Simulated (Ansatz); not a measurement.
# CoH+ (doublet): from Hartree-Fock to the top rungs, def2-QZVPP

The task here is to estimate one member of a computed series from the others.

Method: def2-QZVPP, core rule «outside noble gas», up to 9 orbitals frozen; program: Ansatz 0.2.0, Gaussian basis.

Plan: UHF; ROHF; CCSD(T) on UHF.

### What is computed

The geometry is a PBE0/def2-TZVP stationary point (not a proven minimum) of the parent state, kept for this charge and spin.

2 atoms, charge 1, spin multiplicity 2.

Atoms are counted from 1 here; the program's logs count them from 0.

Bond lengths: Co1–H2 1.520 Å.

Coordinates:

```xyz
2
charge 1, multiplicity 2
Co    0.0000    0.0000    0.0000
H     0.0000    0.0000    1.5196
```

The first run:

in.yaml

```yaml
crystal:
  periodic: [false, false, false]
  atoms:
    - {symbol: Co, position_ang: [0.000000, 0.000000, 0.000000]}
    - {symbol: H, position_ang: [0.000000, 0.000000, 1.519600]}
basis:
  gaussian: {orbitals: "def2-QZVPP.json"}
total_charge: 1
magnetization: {spin_polarized: true, initial_magnetization: 1}
hamiltonian: {xc: hf}
output: {orbitals: {seedname: orbitals}}
```

Run with:

```console
ansatz run in.yaml --threads 1 --pin off --events-out ev --progress --plain --max-ram 2816MiB --backend cpu
```

Steps of the session up to this table: UHF; ROHF; CCSD(T) on UHF.

One table of the session follows, with a row left open; its other results are not shown here.

It belongs to the step «Misses and costs». 

| method | from UCCSD(T) (meV) |
| --- | --- |
| ROHF | +9536.3 |
| UHF | +8547.4 |
| UMP2 | ? |
| UCCSD | +469.4 |
| UCCSD(T) | 0 |

Q: Estimate the row for UMP2 from the others.

The run gave: from UCCSD(T) (meV): +1145.3. In the column «from UCCSD(T) (meV)» it lies between UCCSD (+469.4) and UHF (+8547.4).

The program flags UCCSD(T) as in doubt (see the logs), so the zero of the table is itself unsure.

To keep in mind: The determinant of HF (⟨S²⟩ 1.76) is far from a pure spin state, so its energy mixes those of several spin states; that is harmless only where they are near-degenerate. The determinant of CCSD(T) (⟨S²⟩ 1.76) is far from a pure spin state, so its energy mixes those of several spin states; high orders of coupled cluster remove much of that, low ones don't. The program flags UCCSD(T) as in doubt, so the zero of the table is itself unsure.
